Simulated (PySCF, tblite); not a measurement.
# C5H13BN2O2: geometry, infrared bands and NMR shifts

What infrared bands and NMR shifts should C5H13BN2O2 (`CCO/C(C)=C\OB(N)N`) show?

The runs use tblite 0.8.0 and PySCF 2.14.0, with density-fitted response routines of our own; the level of theory stands in each step. All values are computed, except where a source is named. Atoms count from 0, in the outputs and in this text.

### Step 1. The molecule as given

23 atoms, charge 0, multiplicity 1; geometry from: force field or distance geometry start.

Bonds of the start (Å): C0–C1 1.50, C1–O2 1.41, O2–C3 1.37, C3–C4 1.52, C3–C5 1.30, C5–O6 1.39, O6–B7 1.50, B7–N8 1.46, B7–N9 1.53, C0–H10 1.13, C0–H11 1.11, C0–H12 1.12, C1–H13 1.12, C1–H14 1.10, C4–H15 1.10, C4–H16 1.10, C4–H17 1.12, C5–H18 1.09, N8–H19 1.03, N8–H20 1.00, N9–H21 1.03, N9–H22 1.05.

### Step 2. Geometry optimisation with GFN2-xTB

What the job is given:

```
{"job": {"kind": "relax", "xc": "GFN2-xTB", "basis": "xTB"}, "charge": 0, "multiplicity": 1}
C     -3.002300     1.487100    -0.725900
C     -1.740000     0.671200    -0.712300
O     -1.666100    -0.216300     0.379100
C     -0.634600    -1.081400     0.646700
C     -0.837200    -2.181900     1.682000
C      0.541500    -1.043500     0.085100
O      0.922900    -0.109300    -0.876100
B      2.247800     0.544800    -0.644700
N      3.516800    -0.133200    -0.915100
N      2.174100     1.804500     0.228200
H     -3.095800     2.165200     0.170900
H     -3.015200     2.075500    -1.667400
H     -3.882900     0.795900    -0.781200
H     -1.747700     0.032500    -1.637500
H     -0.895100     1.368500    -0.789200
H      0.021000    -2.235400     2.373700
H     -1.795600    -1.981900     2.186900
H     -0.941100    -3.122900     1.086800
H      1.302600    -1.772800     0.379000
H      4.356600     0.169800    -0.405600
H      3.603300    -0.825000    -1.628800
H      1.445200     1.610900     0.933400
H      3.117100     2.004600     0.641900
```

Command:

```
$ OMP_NUM_THREADS=1 python probes_run.py task.json out
```

One launch serves the whole session: the jobs run in the order shown.

**Question.** This job is followed by: GFN2-xTB harmonic vibrations, gas phase; GIAO PBE0/pcSseg-1 NMR shielding, non-relativistic, gas phase. Predict these results of the whole session: strongest single infrared mode (GFN2-xTB); zero-point energy (GFN2-xTB); ¹³C shifts against TMS (PBE0/pcSseg-1); ¹H shifts against TMS (PBE0/pcSseg-1, means over atoms taken as alike); ¹⁷O shifts against H2O (PBE0/pcSseg-1); ¹¹B shifts against BF3·OEt2 (PBE0/pcSseg-1); ¹⁵N shifts against NH3 (PBE0/pcSseg-1, means over atoms taken as alike).

**Answer**, as computed:

```
                                                               quantity                               value
                              strongest single infrared mode (GFN2-xTB)               1269 cm⁻¹, 913 km/mol
                                           zero-point energy (GFN2-xTB)                      117.9 kcal/mol
                                 ¹³C shifts against TMS (PBE0/pcSseg-1)  143.7, 120.2, 68.7, 21.3, 18.6 ppm
 ¹H shifts against TMS (PBE0/pcSseg-1, means over atoms taken as alike)    5.67, 4.70, 1.66, 1.54, 1.25 ppm
                                 ¹⁷O shifts against H2O (PBE0/pcSseg-1)                    133.3, 117.2 ppm
                            ¹¹B shifts against BF3·OEt2 (PBE0/pcSseg-1)                            19.3 ppm
¹⁵N shifts against NH3 (PBE0/pcSseg-1, means over atoms taken as alike)                            44.2 ppm
```

What this shows: Relaxing lowered the energy by 1.498 eV in 272 steps; the close pair that moved most is B7–N9, from 1.534 to 1.414 Å. No mode is imaginary among the 63: a minimum at this level. The strongest single mode, at 1269 cm⁻¹, moves mainly B7. Unscaled tight-binding wavenumbers are off by several per cent, some by more. Its intensities can rank the bands wrongly. At PBE0/pcSseg-1: Shielding is most anisotropic at O6 (span 177 ppm, paramagnetic term -183 ppm).
